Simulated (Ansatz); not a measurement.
# Be2ZnTe2Se: the cost of one run

Method: DFT PBE, scalar-relativistic, plane waves, PAW, in Ansatz 0.2.0.

## 1. The starting structure

It takes space group P-4m2 (No. 115, tetragonal). Conventional cell: a = 3.611 Å, b = 3.611 Å, c = 9.889 Å, α = 90.00°, β = 90.00°, γ = 90.00°. Be (site symmetry 2mm) is surrounded by 2 Zn at 2.71 Å and 2 Se at 2.71 Å and 4 Te at 2.88 Å. Around Zn (site symmetry -4m2) lie 4 Se at 2.55 Å and 4 Be at 2.71 Å. Around Te (site symmetry 2mm) lie 4 Be at 2.88 Å. Se (site symmetry -4m2) is surrounded by 4 Zn at 2.55 Å and 4 Be at 2.71 Å.

Structure file:

```cif
data_structure
_symmetry_space_group_name_H-M 'P 1'
_symmetry_Int_Tables_number 1
_cell_length_a 3.6108
_cell_length_b 3.6108
_cell_length_c 9.8890
_cell_angle_alpha 90.000
_cell_angle_beta 90.000
_cell_angle_gamma 90.000
_cell_volume 128.93
loop_
_atom_site_label
_atom_site_type_symbol
_atom_site_fract_x
_atom_site_fract_y
_atom_site_fract_z
_atom_site_occupancy
Be1 Be 0.50000 0.00000 0.79618 1
Be2 Be 0.00000 0.50000 0.20382 1
Zn1 Zn 0.50000 0.50000 0.00000 1
Te1 Te 0.50000 0.00000 0.33952 1
Te2 Te 0.00000 0.50000 0.66048 1
Se1 Se 0.00000 0.00000 0.00000 1
```

A structure generator made this guess: species swapped into a database cell of Zr2SiTe2As (P-4m2, No. 115), with Be on the Zr sites, Zn on the Si sites and Se on the As sites. Its size is a rough estimate.

## 2. Probe: one point on a coarse mesh

File input.yaml:

```yaml
crystal:
  lattice:
    - [3.61082942, 0.0, 0.0]
    - [0.0, 3.61082942, 0.0]
    - [0.0, 0.0, 9.8890028]
  atoms:
    - { symbol: Be, position: [0.5, 0.0, 0.79617703] }
    - { symbol: Be, position: [0.0, 0.5, 0.20382297] }
    - { symbol: Zn, position: [0.5, 0.5, 0.0] }
    - { symbol: Te, position: [0.5, 0.0, 0.33952099] }
    - { symbol: Te, position: [0.0, 0.5, 0.66047901] }
    - { symbol: Se, position: [0.0, 0.0, 0.0] }
basis:
  ecutwfc: 420
kpoints:
  mp_grid: { grid: [6, 6, 2] }
hamiltonian:
  xc: pbe
scf:
  occupations: { method: gaussian, width: 0.1 }
  lower_state_search: "off"
output:
  forces: true
  stress: true
  eigenvalues: true
```

Run with:

```sh
> ansatz run input.yaml --threads 1 --pin off --max-ram 2560MiB --backend cpu --events-out ev --progress --plain --runs-dir out
```

**Question.** How long does this run take on 1 thread of AMD EPYC (Zen 3), shared host, and how much memory does it need?

About 24 s, with a peak of 0.42 GiB.
